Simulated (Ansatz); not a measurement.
# WS2: the cost of one run

Method: DFT PBEsol, scalar-relativistic, plane waves, PAW, in Ansatz 0.2.0.

17 further runs of the same task are left out: 17 set aside as unsound or not needed. Runs told in other sessions of the task aren't counted.

## Step 1: Starting point

It takes space group P-3m1 (No. 164, trigonal). Conventional cell: a = 3.146 Å, b = 3.146 Å, c = 23.571 Å, α = 90.00°, β = 90.00°, γ = 120.00°. W (site symmetry 3m) is surrounded by 6 S at 2.40 Å. S (site symmetry 3m) has 3 W at 2.40 Å in its first shell of neighbours.

Structure file:

```
W S
1.0
     3.14607    0.00000    0.00000
    -1.57303    2.72457    0.00000
     0.00000    0.00000   23.57096
W S
2 4
Cartesian
  0.0000 1.8164 14.9573
  1.5730 0.9082 8.6136
  0.0000 1.8164 7.0469
  1.5730 0.9082 13.3895
  0.0000 1.8164 10.1815
  1.5730 0.9082 16.5240
```

It goes back to an entry of the Materials Project, which need not be the stable form.

This cell was relaxed beforehand with the same method: volume 33.67 Å³/atom, gap on the mesh 1.53 eV.

## Step 2: The scan

The energy is mapped over volume and the cell's shape.

First coordinate, volume per atom: 7 values from 29.63 to 37.72 Å³. Second coordinate, c/a of the conventional cell: 7 values from 6.641 to 8.452.

Nothing else is relaxed (fractional coordinates fixed). Energies count from the relaxed crystal. Points are written as (first, second).

## Step 3: Point (29.63 Å³, 8.119)

Contents of input.yaml:

```yaml
crystal:
  lattice:
    - [2.935108099, 0.0, 0.0]
    - [-1.4675540495, 2.5418781766, 0.0]
    - [0.0, 0.0, 23.8313166991]
  atoms:
    - { symbol: W, position: [0.3333333333, 0.6666666667, 0.6345659624] }
    - { symbol: W, position: [0.6666666667, 0.3333333333, 0.3654340376] }
    - { symbol: S, position: [0.3333333333, 0.6666666667, 0.2989660749] }
    - { symbol: S, position: [0.6666666667, 0.3333333333, 0.5680485953] }
    - { symbol: S, position: [0.3333333333, 0.6666666667, 0.4319514047] }
    - { symbol: S, position: [0.6666666667, 0.3333333333, 0.7010339251] }
basis:
  ecutwfc: 420
kpoints:
  mp_grid: { grid: [12, 12, 2] }
hamiltonian:
  xc: pbesol
  pseudopotentials: { kind: paw, azcp: { folder: soft_1 } }
scf:
  occupations: { method: gaussian, width: 0.05 }
output:
  forces: true
  stress: true
  eigenvalues: true
```

The run is started by

```console
$ ansatz run input.yaml --threads 2 --pin off --max-ram 4096MiB --backend cpu --events-out ev --progress --plain --runs-dir out
```

**Question.** How long does this run take on 2 threads of Arm Neoverse N1, shared host, and how much memory does it need?

About 18 s, with a peak of 0.49 GiB.
